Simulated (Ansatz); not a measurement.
# InP, space group F-43m: an equation of state with a fit

With the Ansatz DFT code, driven from Python.

Interactive session:
```pycon
>>> import warnings
>>> import ansatz as az
>>> from ase.eos import EquationOfState
>>> from ase.units import GPa
>>> import numpy as np
>>> FILLING = "fixed"
>>> TOLERANCE = 1e-09
>>> ECUT = 500
>>> KMESH = (6, 6, 6)
>>> VECTORS = np.array([
...     [0.0, 2.9305, 2.9305],
...     [2.9305, 0.0, 2.9305],
...     [2.9305, 2.9305, 0.0],
... ])
>>> SITES = [
...     ("In", (0.0, 0.0, 0.0)),
...     ("P", (0.25, 0.25, 0.25)),
... ]
>>> def make_crystal(cell):
...     crystal = az.Crystal(lattice=az.Lattice.of(cell))
...     for symbol, position in SITES:
...         crystal = crystal.atom(symbol, position)
...     return crystal
...
>>> warnings.simplefilter("ignore", az.DeckWarning)
>>> volumes, energies, pressures = [], [], []
>>> for scale in np.linspace(0.92, 1.08, 7):
...     cell = VECTORS * scale ** (1 / 3)
...     job = (
...         make_crystal(cell).calculation()
...         .functional(az.Functional.PBE)
...         .pseudopotentials("paw")
...         .occupations(FILLING)
...         .scf(tolerance=TOLERANCE)
...         .basis(ECUT)
...         .kpoints(*KMESH)
...         .stress()
...     )
...     report = job.run(threads=1).report
...     volumes.append(abs(np.linalg.det(cell)) / len(SITES))
...     energies.append(report["free_energy_ev"] / len(SITES))
...     pressures.append(np.trace(report["stress_gpa"]) / 3)
...     print(f"V = {volumes[-1]:8.4f} A^3/atom  F = {energies[-1]:.5f} eV/atom  P = {pressures[-1]:8.3f} GPa")
...
V =  23.1533 A^3/atom  F = -3176.90059 eV/atom  P =   10.818 GPa
V =  23.8244 A^3/atom  F = -3176.93977 eV/atom  P =    7.956 GPa
V =  24.4955 A^3/atom  F = -3176.96777 eV/atom  P =    5.478 GPa
V =  25.1666 A^3/atom  F = -3176.98612 eV/atom  P =    3.330 GPa
V =  25.8377 A^3/atom  F = -3176.99607 eV/atom  P =    1.470 GPa
V =  26.5089 A^3/atom  F = -3176.99877 eV/atom  P =   -0.141 GPa
V =  27.1800 A^3/atom  F = -3176.99519 eV/atom  P =   -1.535 GPa
>>> eos = EquationOfState(volumes, energies, eos="murnaghan")
>>> v0, e0, bulk = eos.fit()
>>> print(f"V0 = {v0:.4f} A^3/atom, E0 = {e0:.5f} eV/atom, B = {bulk / GPa:.1f} GPa")
V0 = 26.4467 A^3/atom, E0 = -3176.99882 eV/atom, B = 60.1 GPa
```

A third-order Birch-Murnaghan fit through the 7 points (the script's own form differs a little) has its minimum at 26.45 Å³ an atom, 5.1 % above the typed cell, with a bulk modulus of 60 GPa and dB/dP = 4.6. From that minimum the energy rises by 98.2 meV an atom on the compressed side and 3.6 meV on the expanded side. The window is off centre, so dB/dP is rough.

What to keep in mind:
- Total energies depend on the potentials; only differences at equal settings carry meaning.
- For a gap this small the mesh is coarse, and bands can meet between its points.
- The program warned that this SCF threshold is loose for forces or stresses.
- Of the deposited cell: the entry's cell lengths or inner coordinates differ somewhat from later room-temperature determinations.
- Pressure is positive in compression.
- The starting cell is as deposited in a crystallographic database; the results hold for this polymorph, which needn't be the stable one.
- The script silences the warnings on its input, which a real study should read.
- Run time: 6.3 s on 1 thread of Intel(R) Xeon(R) 6975P-C (Granite Rapids), with other jobs on the host, peak memory 0.41 GiB.
